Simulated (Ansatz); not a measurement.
# Ta2O5: moving one atom along a line

Aim: for Ta2O5, measure how stiffly atom 1 (Ta) is held.

Program: Ansatz 0.2.0. Level of theory: DFT r2SCAN, scalar-relativistic, plane waves, PAW. These are calculated values, not measurements.

1 further run of the same task is left out (set aside as unsound or not needed). Runs told in other sessions of the task aren't counted.

### Step 1. Starting point

The structure is tetragonal, space group I4/mmm (No. 139). Conventional cell: a = 5.247 Å, b = 5.247 Å, c = 9.551 Å, α = 90.00°, β = 90.00°, γ = 90.00°. Ta (site symmetry 4mm) is surrounded by 5 O at 1.88 to 1.92 Å. Around O (site symmetry 4/mmm) lie 2 Ta at 1.88 Å. O (site symmetry 2/m) is surrounded by 2 Ta at 1.92 Å.

Structure file:

```xyz
7
Lattice="-2.6236 2.6236 4.7757 2.6236 -2.6236 4.7757 2.6236 2.6236 -4.7757" Properties=species:S:1:pos:R:3 pbc="T T T"
Ta    0.0000    0.0000    1.8840
Ta    0.0000    0.0000    7.6674
O     0.0000    0.0000    0.0000
O    -1.3118    1.3118    2.3879
O     1.3118   -1.3118    2.3879
O     1.3118    1.3118   -2.3879
O     1.3118    1.3118    2.3879
```

It goes back to an entry of the Materials Project, which need not be the stable form.

This cell was relaxed beforehand with the same method: volume 18.78 Å³/atom, gap on the mesh 2.15 eV.

### Step 2. The reference cell

The reference gives a free energy of -22738.9440 eV, pressure 0.00 GPa, largest force 0.005 eV/Å and gap on the mesh 2.15 eV. It was computed beforehand with the settings of the runs below.

### Step 3. Setting up moving one atom along a line

Atom 1 (Ta) is moved by x along the Cartesian unit vector (0.000, 0.000, -1.000); the cell and all other atoms stay fixed. Forces below are components along that vector, summed over the moved atoms. In a periodic cell its images move with it.

### Step 4. x = -0.300 Å

input.yaml reads:

```yaml
crystal:
  lattice:
    - [-2.6235558929, 2.6235558929, 4.775710604]
    - [2.6235558929, -2.6235558929, 4.775710604]
    - [2.6235558929, 2.6235558929, -4.775710604]
  atoms:
    - { symbol: Ta, position: [0.2286561694, 0.2286561694, 0.0] }
    - { symbol: Ta, position: [0.802752769, 0.802752769, 0.0] }
    - { symbol: O, position: [0.0, 0.0, 0.0] }
    - { symbol: O, position: [0.5, 0.0, 0.0] }
    - { symbol: O, position: [0.0, 0.5, 0.0] }
    - { symbol: O, position: [0.0, 0.0, 0.5] }
    - { symbol: O, position: [0.5, 0.5, 0.5] }
basis:
  ecutwfc: 500
kpoints:
  mp_grid: { grid: [8, 8, 8] }
hamiltonian:
  xc: r2scan
scf:
  occupations: { method: gaussian, width: 0.05 }
output:
  forces: true
  stress: true
  eigenvalues: true
```

Started as:

```console
ansatz run input.yaml --threads 2 --pin off --max-ram 5120MiB --backend cpu --events-out ev --progress --plain --runs-dir out
```

What it wrote, cut to the lines that bear on the results:

```text
Warning: RAYON_NUM_THREADS=2 ignored (pool sized by the plan → 2); use --threads N
[...]
Pseudopotentials: kind: paw
Pseudopotential: Ta, paw, valence charge 13, recommended cutoff 500 eV (meta_gga), Ta.paw.azcp
Pseudopotential: O, paw, valence charge 6, recommended cutoff 500 eV (meta_gga), O.paw.azcp
Functional definition: r2SCAN
[...]
Crystal: 7 atoms, lattice volume = 131.486 Å³
Basis set: ecut = 500 eV, 3321 PW (Γ), exchange–correlation on 180×180×180 points (64 copies of the dense FFT grid, shifted against one another)
Bands: 35, of which v1, the nominal top of the filled ones, is band 28 counted from 1 (27 counted from 0)
Symmetry: 8 space group operations
Space group: I4mm (ITA 107), of the structure as read, at distance tolerance 5.1e-5 Å
k-points: 59 of 512 (time reversal used)
[...]
SCF iter   1: F=—  HF=-22737.709126 eV  |F-HF|=—  |Δ(HF+E_count)|=         —  Δρ=1.05e-2  dr2=1.84e-1  dr2_τ=5.06e-1  ethr=1.77e-3  ⟨swp⟩=6.2  Hψ=8265  notcnv=0
[...]
SCF iter   9: F=-22737.787435 eV  HF=-22737.787435 eV  |F-HF|=4.57e-8  |Δ(HF+E_count)|=   5.67e-7  Δρ=3.38e-6  dr2=2.56e-8  dr2_τ=2.26e-9  ethr=1.79e-10  ⟨swp⟩=10.2  Hψ=9539  notcnv=0
[...]
SCF converged after 9 iterations
Free energy (F): -22737.787435 eV
[...]
E sigma→0 (E₀):  -22737.787435 eV
Fermi energy:    4.967005 eV
[...]
--- Forces (eV/Å), atoms counted from 1 ---
  atom   1  Ta     0.00000000     0.00000000    -5.90762181
  atom   2  Ta    -0.00000000    -0.00000000     3.21570596
  atom   3  O      0.00000000    -0.00000000     0.91220054
  atom   4  O     -0.74271912     0.74271912     0.44501760
  atom   5  O      0.74271912    -0.74271912     0.44501760
  atom   6  O     -0.74271912    -0.74271912     0.44501760
  atom   7  O      0.74271912     0.74271912     0.44501760
[...]
--- Stress (GPa, compression-positive) ---
        9.727043       0.000000      -0.000000
        0.000000       9.727043      -0.000000
       -0.000000      -0.000000     -11.413094
  P = ⅓ Tr σ = 2.6803 GPa (26.803 kbar)
--- Band table (eV; the first three rows and the last of 59) ---
[...]
```

It took 12 s on 2 threads of Intel Xeon 6975P-C (Granite Rapids), shared host; peak memory 0.88 GiB.

### Step 5. x = 0.225 Å

Edit input.yaml of step 4 so:

```diff
@@ -6,3 +6,3 @@
   atoms:
-    - { symbol: Ta, position: [0.2286561694, 0.2286561694, 0.0] }
+    - { symbol: Ta, position: [0.1736905272, 0.1736905272, 0.0] }
     - { symbol: Ta, position: [0.802752769, 0.802752769, 0.0] }
```

Started as:

```console
ansatz run input.yaml --threads 2 --pin off --max-ram 5120MiB --backend cpu --events-out ev --progress --plain --runs-dir out
```

What it wrote, cut to the lines that bear on the results:

```text
Warning: RAYON_NUM_THREADS=2 ignored (pool sized by the plan → 2); use --threads N
[...]
[... 4 set-up lines as earlier in the session ...]
[...]
Crystal: 7 atoms, lattice volume = 131.486 Å³
Basis set: ecut = 500 eV, 3321 PW (Γ), exchange–correlation on 180×180×180 points (64 copies of the dense FFT grid, shifted against one another)
Bands: 35, of which v1, the nominal top of the filled ones, is band 28 counted from 1 (27 counted from 0)
[... 2 set-up lines as earlier in the session ...]
k-points: 59 of 512 (time reversal used)
[...]
SCF iter   1: F=—  HF=-22737.461244 eV  |F-HF|=—  |Δ(HF+E_count)|=         —  Δρ=1.02e-2  dr2=1.58e-1  dr2_τ=5.25e-1  ethr=1.77e-3  ⟨swp⟩=6.0  Hψ=8291  notcnv=0  defer=2
[...]
SCF iter   9: F=-22737.543500 eV  HF=-22737.543500 eV  |F-HF|=3.23e-8  |Δ(HF+E_count)|=   3.25e-7  Δρ=2.73e-6  dr2=1.71e-8  dr2_τ=1.80e-9  ethr=1.79e-10  ⟨swp⟩=9.3  Hψ=8654  notcnv=0
[...]
SCF converged after 9 iterations
Free energy (F): -22737.543500 eV
[...]
E sigma→0 (E₀):  -22737.543500 eV
Fermi energy:    5.252443 eV
[...]
--- Forces (eV/Å), atoms counted from 1 ---
  atom   1  Ta     0.00000000     0.00000000    14.47266961
  atom   2  Ta    -0.00000000    -0.00000000    -3.41439177
  atom   3  O      0.00000000     0.00000000    -8.10527658
  atom   4  O      0.35805223    -0.35805223    -0.73830216
  atom   5  O     -0.35805223     0.35805223    -0.73830216
  atom   6  O      0.35805223     0.35805223    -0.73830216
  atom   7  O     -0.35805223    -0.35805223    -0.73830216
[...]
--- Stress (GPa, compression-positive) ---
       -6.108231       0.000000      -0.000000
        0.000000      -6.108231       0.000000
       -0.000000      -0.000000      21.360081
  P = ⅓ Tr σ = 3.0479 GPa (30.479 kbar)
--- Band table (eV; the first three rows and the last of 59) ---
[...]
```

Wall time 11 s (2 threads of Intel Xeon 6975P-C (Granite Rapids), shared host); peak memory 0.89 GiB.

### Step 6. At x = -0.150 Å

Edit input.yaml of step 5 so:

```diff
@@ -6,3 +6,3 @@
   atoms:
-    - { symbol: Ta, position: [0.1736905272, 0.1736905272, 0.0] }
+    - { symbol: Ta, position: [0.2129517002, 0.2129517002, 0.0] }
     - { symbol: Ta, position: [0.802752769, 0.802752769, 0.0] }
```

Started as:

```console
ansatz run input.yaml --threads 2 --pin off --max-ram 5120MiB --backend cpu --events-out ev --progress --plain --runs-dir out
```

What it wrote, cut to the lines that bear on the results:

```text
Warning: RAYON_NUM_THREADS=2 ignored (pool sized by the plan → 2); use --threads N
[...]
[... 4 set-up lines as earlier in the session ...]
[...]
Crystal: 7 atoms, lattice volume = 131.486 Å³
Basis set: ecut = 500 eV, 3321 PW (Γ), exchange–correlation on 180×180×180 points (64 copies of the dense FFT grid, shifted against one another)
Bands: 35, of which v1, the nominal top of the filled ones, is band 28 counted from 1 (27 counted from 0)
[... 2 set-up lines as earlier in the session ...]
k-points: 59 of 512 (time reversal used)
[...]
SCF iter   1: F=—  HF=-22738.495837 eV  |F-HF|=—  |Δ(HF+E_count)|=         —  Δρ=9.70e-3  dr2=1.34e-1  dr2_τ=4.85e-1  ethr=1.77e-3  ⟨swp⟩=6.2  Hψ=8320  notcnv=0
[...]
SCF iter   9: F=-22738.581549 eV  HF=-22738.581549 eV  |F-HF|=1.88e-8  |Δ(HF+E_count)|=   2.88e-7  Δρ=2.32e-6  dr2=1.10e-8  dr2_τ=9.71e-10  ethr=1.79e-10  ⟨swp⟩=9.3  Hψ=8729  notcnv=0
[...]
SCF converged after 9 iterations
Free energy (F): -22738.581549 eV
[...]
E sigma→0 (E₀):  -22738.581549 eV
Fermi energy:    5.073873 eV
[...]
--- Forces (eV/Å), atoms counted from 1 ---
  atom   1  Ta     0.00000000     0.00000000    -4.30468849
  atom   2  Ta    -0.00000000     0.00000000     1.88187044
  atom   3  O      0.00000000    -0.00000000     1.11066156
  atom   4  O     -0.38792378     0.38792378     0.32807571
  atom   5  O      0.38792378    -0.38792378     0.32807571
  atom   6  O     -0.38792378    -0.38792378     0.32807571
  atom   7  O      0.38792378     0.38792378     0.32807571
[...]
--- Stress (GPa, compression-positive) ---
        5.159594      -0.000000      -0.000000
       -0.000000       5.159594      -0.000000
       -0.000000       0.000000      -7.140530
  P = ⅓ Tr σ = 1.0596 GPa (10.596 kbar)
--- Band table (eV; the first three rows and the last of 59) ---
[...]
```

Run time: 11 s. Hardware: 2 threads of Intel Xeon 6975P-C (Granite Rapids), shared host; peak memory 0.88 GiB.

### Step 7. Point x = 0.075 Å

Edit input.yaml of step 6 so:

```diff
@@ -6,3 +6,3 @@
   atoms:
-    - { symbol: Ta, position: [0.2129517002, 0.2129517002, 0.0] }
+    - { symbol: Ta, position: [0.1893949964, 0.1893949964, 0.0] }
     - { symbol: Ta, position: [0.802752769, 0.802752769, 0.0] }
```

Started as:

```console
ansatz run input.yaml --threads 2 --pin off --max-ram 5120MiB --backend cpu --events-out ev --progress --plain --runs-dir out
```

What it wrote, cut to the lines that bear on the results:

```text
[...]
SCF converged after 9 iterations
Free energy (F): -22738.818293 eV
[...]
E sigma→0 (E₀):  -22738.818293 eV
Fermi energy:    5.163042 eV
[...]
--- Forces (eV/Å), atoms counted from 1 ---
  atom   1  Ta     0.00000000    -0.00000000     3.52599738
  atom   2  Ta    -0.00000000    -0.00000000    -1.09296861
  atom   3  O      0.00000000    -0.00000000    -1.52488068
  atom   4  O      0.16057381    -0.16057381    -0.22705580
  atom   5  O     -0.16057381     0.16057381    -0.22705580
  atom   6  O      0.16057381     0.16057381    -0.22705580
  atom   7  O     -0.16057381    -0.16057381    -0.22705580
[...]
--- Stress (GPa, compression-positive) ---
       -2.383795       0.000000      -0.000000
        0.000000      -2.383795      -0.000000
       -0.000000      -0.000000       5.316067
  P = ⅓ Tr σ = 0.1828 GPa (1.828 kbar)
--- Band table (eV; the first three rows and the last of 59) ---
[...]
```

Run time: 11 s. Hardware: 2 threads of Intel Xeon 6975P-C (Granite Rapids), shared host; peak memory 0.88 GiB.

### Step 8. Point x = 0.300 Å

Edit input.yaml of step 7 so:

```diff
@@ -6,3 +6,3 @@
   atoms:
-    - { symbol: Ta, position: [0.1893949964, 0.1893949964, 0.0] }
+    - { symbol: Ta, position: [0.1658382926, 0.1658382926, 0.0] }
     - { symbol: Ta, position: [0.802752769, 0.802752769, 0.0] }
```

Started as:

```console
ansatz run input.yaml --threads 2 --pin off --max-ram 5120MiB --backend cpu --events-out ev --progress --plain --runs-dir out
```

What it wrote, cut to the lines that bear on the results:

```text
[...]
SCF converged after 9 iterations
Free energy (F): -22736.166688 eV
[...]
E sigma→0 (E₀):  -22736.166688 eV
Fermi energy:    5.298319 eV
[...]
--- Forces (eV/Å), atoms counted from 1 ---
  atom   1  Ta     0.00000000     0.00000000    22.60390790
  atom   2  Ta    -0.00000000    -0.00000000    -4.60035057
  atom   3  O      0.00000000    -0.00000000   -14.04331084
  atom   4  O      0.38413426    -0.38413426    -0.99013764
  atom   5  O     -0.38413426     0.38413426    -0.99013764
  atom   6  O      0.38413426     0.38413426    -0.99013764
  atom   7  O     -0.38413426    -0.38413426    -0.99013764
[...]
--- Stress (GPa, compression-positive) ---
       -7.344889       0.000000      -0.000000
        0.000000      -7.344889      -0.000000
       -0.000000       0.000000      33.178611
  P = ⅓ Tr σ = 6.1629 GPa (61.629 kbar)
--- Band table (eV; the first three rows and the last of 59) ---
[...]
```

Wall time 12 s (2 threads of Intel Xeon 6975P-C (Granite Rapids), shared host); peak memory 0.89 GiB.

### Step 9. At x = -0.225 Å

Edit input.yaml of step 8 so:

```diff
@@ -6,3 +6,3 @@
   atoms:
-    - { symbol: Ta, position: [0.1658382926, 0.1658382926, 0.0] }
+    - { symbol: Ta, position: [0.2208039348, 0.2208039348, 0.0] }
     - { symbol: Ta, position: [0.802752769, 0.802752769, 0.0] }
```

Started as:

```console
ansatz run input.yaml --threads 2 --pin off --max-ram 5120MiB --backend cpu --events-out ev --progress --plain --runs-dir out
```

What it wrote, cut to the lines that bear on the results:

```text
[...]
SCF converged after 9 iterations
Free energy (F): -22738.214213 eV
[...]
E sigma→0 (E₀):  -22738.214213 eV
Fermi energy:    5.059272 eV
[...]
--- Forces (eV/Å), atoms counted from 1 ---
  atom   1  Ta     0.00000000     0.00000000    -5.38791294
  atom   2  Ta    -0.00000000     0.00000000     2.62568853
  atom   3  O      0.00000000     0.00000000     1.10893362
  atom   4  O     -0.58028269     0.58028269     0.41338205
  atom   5  O      0.58028269    -0.58028269     0.41338205
  atom   6  O     -0.58028269    -0.58028269     0.41338205
  atom   7  O      0.58028269     0.58028269     0.41338205
[...]
--- Stress (GPa, compression-positive) ---
        7.615906       0.000000      -0.000000
        0.000000       7.615906      -0.000000
       -0.000000      -0.000000      -9.563075
  P = ⅓ Tr σ = 1.8896 GPa (18.896 kbar)
--- Band table (eV; the first three rows and the last of 59) ---
[...]
```

Run time: 11 s. Hardware: 2 threads of Intel Xeon 6975P-C (Granite Rapids), shared host; peak memory 0.88 GiB.

### Step 10. At x = 0.150 Å

Edit input.yaml of step 9 so:

```diff
@@ -6,3 +6,3 @@
   atoms:
-    - { symbol: Ta, position: [0.2208039348, 0.2208039348, 0.0] }
+    - { symbol: Ta, position: [0.1815427618, 0.1815427618, 0.0] }
     - { symbol: Ta, position: [0.802752769, 0.802752769, 0.0] }
```

Started as:

```console
ansatz run input.yaml --threads 2 --pin off --max-ram 5120MiB --backend cpu --events-out ev --progress --plain --runs-dir out
```

What it wrote, cut to the lines that bear on the results:

```text
[...]
SCF converged after 8 iterations
Free energy (F): -22738.385093 eV
[...]
E sigma→0 (E₀):  -22738.385093 eV
Fermi energy:    5.206061 eV
[...]
--- Forces (eV/Å), atoms counted from 1 ---
  atom   1  Ta     0.00000000    -0.00000000     8.24895733
  atom   2  Ta    -0.00000000    -0.00000000    -2.23828279
  atom   3  O      0.00000000    -0.00000000    -4.09697557
  atom   4  O      0.28226889    -0.28226889    -0.47848622
  atom   5  O     -0.28226889     0.28226889    -0.47848622
  atom   6  O      0.28226889     0.28226889    -0.47848622
  atom   7  O     -0.28226889    -0.28226889    -0.47848622
[...]
--- Stress (GPa, compression-positive) ---
       -4.441853       0.000000      -0.000000
        0.000000      -4.441853      -0.000000
       -0.000000      -0.000000      12.263895
  P = ⅓ Tr σ = 1.1267 GPa (11.267 kbar)
--- Band table (eV; the first three rows and the last of 59) ---
[...]
```

Run time: 11 s. Hardware: 2 threads of Intel Xeon 6975P-C (Granite Rapids), shared host; peak memory 0.88 GiB.

### Step 11. x = -0.075 Å

Edit input.yaml of step 10 so:

```diff
@@ -6,3 +6,3 @@
   atoms:
-    - { symbol: Ta, position: [0.1815427618, 0.1815427618, 0.0] }
+    - { symbol: Ta, position: [0.2050994656, 0.2050994656, 0.0] }
     - { symbol: Ta, position: [0.802752769, 0.802752769, 0.0] }
```

Started as:

```console
ansatz run input.yaml --threads 2 --pin off --max-ram 5120MiB --backend cpu --events-out ev --progress --plain --runs-dir out
```

What it wrote, cut to the lines that bear on the results:

```text
Warning: RAYON_NUM_THREADS=2 ignored (pool sized by the plan → 2); use --threads N
[...]
[... 4 set-up lines as earlier in the session ...]
[...]
Crystal: 7 atoms, lattice volume = 131.486 Å³
Basis set: ecut = 500 eV, 3321 PW (Γ), exchange–correlation on 180×180×180 points (64 copies of the dense FFT grid, shifted against one another)
Bands: 35, of which v1, the nominal top of the filled ones, is band 28 counted from 1 (27 counted from 0)
[... 2 set-up lines as earlier in the session ...]
k-points: 59 of 512 (time reversal used)
[...]
SCF iter   1: F=—  HF=-22738.756860 eV  |F-HF|=—  |Δ(HF+E_count)|=         —  Δρ=9.53e-3  dr2=1.24e-1  dr2_τ=4.77e-1  ethr=1.77e-3  ⟨swp⟩=6.1  Hψ=8350  notcnv=0
[...]
SCF iter   9: F=-22738.843122 eV  HF=-22738.843122 eV  |F-HF|=9.68e-9  |Δ(HF+E_count)|=   1.69e-7  Δρ=1.74e-6  dr2=5.67e-9  dr2_τ=5.40e-10  ethr=1.79e-10  ⟨swp⟩=9.3  Hψ=8442  notcnv=0
[...]
SCF converged after 9 iterations
Free energy (F): -22738.843122 eV
[...]
E sigma→0 (E₀):  -22738.843122 eV
Fermi energy:    5.095938 eV
[...]
--- Forces (eV/Å), atoms counted from 1 ---
  atom   1  Ta     0.00000000     0.00000000    -2.54886617
  atom   2  Ta    -0.00000000     0.00000000     0.99701612
  atom   3  O      0.00000000     0.00000000     0.79789169
  atom   4  O     -0.18798965     0.18798965     0.18850547
  atom   5  O      0.18798965    -0.18798965     0.18850547
  atom   6  O     -0.18798965    -0.18798965     0.18850547
  atom   7  O      0.18798965     0.18798965     0.18850547
[...]
--- Stress (GPa, compression-positive) ---
        2.554991       0.000000      -0.000000
        0.000000       2.554991      -0.000000
       -0.000000       0.000000      -4.011684
  P = ⅓ Tr σ = 0.3661 GPa (3.661 kbar)
--- Band table (eV; the first three rows and the last of 59) ---
[...]
```

Run time: 11 s. Hardware: 2 threads of Intel Xeon 6975P-C (Granite Rapids), shared host; peak memory 0.88 GiB.

### Step 12. Point x = 0.263 Å

Edit input.yaml of step 11 so:

```diff
@@ -6,3 +6,3 @@
   atoms:
-    - { symbol: Ta, position: [0.2050994656, 0.2050994656, 0.0] }
+    - { symbol: Ta, position: [0.1697644099, 0.1697644099, 0.0] }
     - { symbol: Ta, position: [0.802752769, 0.802752769, 0.0] }
```

Started as:

```console
ansatz run input.yaml --threads 2 --pin off --max-ram 5120MiB --backend cpu --events-out ev --progress --plain --runs-dir out
```

What it wrote, cut to the lines that bear on the results:

```text
[...]
SCF converged after 9 iterations
Free energy (F): -22736.931202 eV
[...]
E sigma→0 (E₀):  -22736.931202 eV
Fermi energy:    5.275699 eV
[...]
--- Forces (eV/Å), atoms counted from 1 ---
  atom   1  Ta     0.00000000     0.00000000    18.26716898
  atom   2  Ta    -0.00000000     0.00000000    -4.00726070
  atom   3  O      0.00000000    -0.00000000   -10.79525662
  atom   4  O      0.37741791    -0.37741791    -0.86622968
  atom   5  O     -0.37741791     0.37741791    -0.86622968
  atom   6  O      0.37741791     0.37741791    -0.86622968
  atom   7  O     -0.37741791    -0.37741791    -0.86622968
[...]
--- Stress (GPa, compression-positive) ---
       -6.781215       0.000000      -0.000000
        0.000000      -6.781215      -0.000000
       -0.000000      -0.000000      26.885377
  P = ⅓ Tr σ = 4.4410 GPa (44.410 kbar)
--- Band table (eV; the first three rows and the last of 59) ---
[...]
```

Run time: 11 s. Hardware: 2 threads of Intel Xeon 6975P-C (Granite Rapids), shared host; peak memory 0.86 GiB.

### Step 13. Results of the scan

Collected from the runs (energy zero: the undisturbed cell):

| x (Å) | ΔE (meV/cell) | force on the moved atoms (eV/Å) | pressure (GPa) | gap on the mesh (eV) |
| --- | --- | --- | --- | --- |
| -0.300 | 1156.5 | 5.908 | 2.7 | 2.39 |
| -0.225 | 729.8 | 5.388 | 1.9 | 2.47 |
| -0.150 | 362.4 | 4.305 | 1.1 | 2.38 |
| -0.075 | 100.9 | 2.549 | 0.4 | 2.27 |
| 0.000 | 0.0 | -0.005 | 0.0 | 2.15 |
| 0.075 | 125.7 | -3.526 | 0.2 | 2.02 |
| 0.150 | 558.9 | -8.249 | 1.1 | 1.87 |
| 0.225 | 1400.5 | -14.473 | 3.0 | 1.71 |
| 0.263 | 2012.8 | -18.267 | 4.4 | 1.62 |
| 0.300 | 2777.3 | -22.604 | 6.2 | 1.52 |

### Step 14. Results

| quantity | value |
| --- | --- |
| force constant along x, over ±0.075 Å | 40.50 eV/Å² |

**Reading.** The restoring force grows by 40.50 eV/Å per Å near the site; for the mass of Ta against a rigid frame that is a vibration of about 247 cm⁻¹. No sampled point lies below the undisturbed cell. The well is lopsided: x = 0.300 Å costs 2777 meV against 1157 meV on the other side, and the dearer side brings atoms closer together. The gap on the mesh stays between 1.52 and 2.47 eV. Spin-orbit coupling is left out, which matters for the bands of Ta. Where forces pass 15 eV/Å atoms stand far too close, the PAW spheres overlap strongly and those numbers are rough.
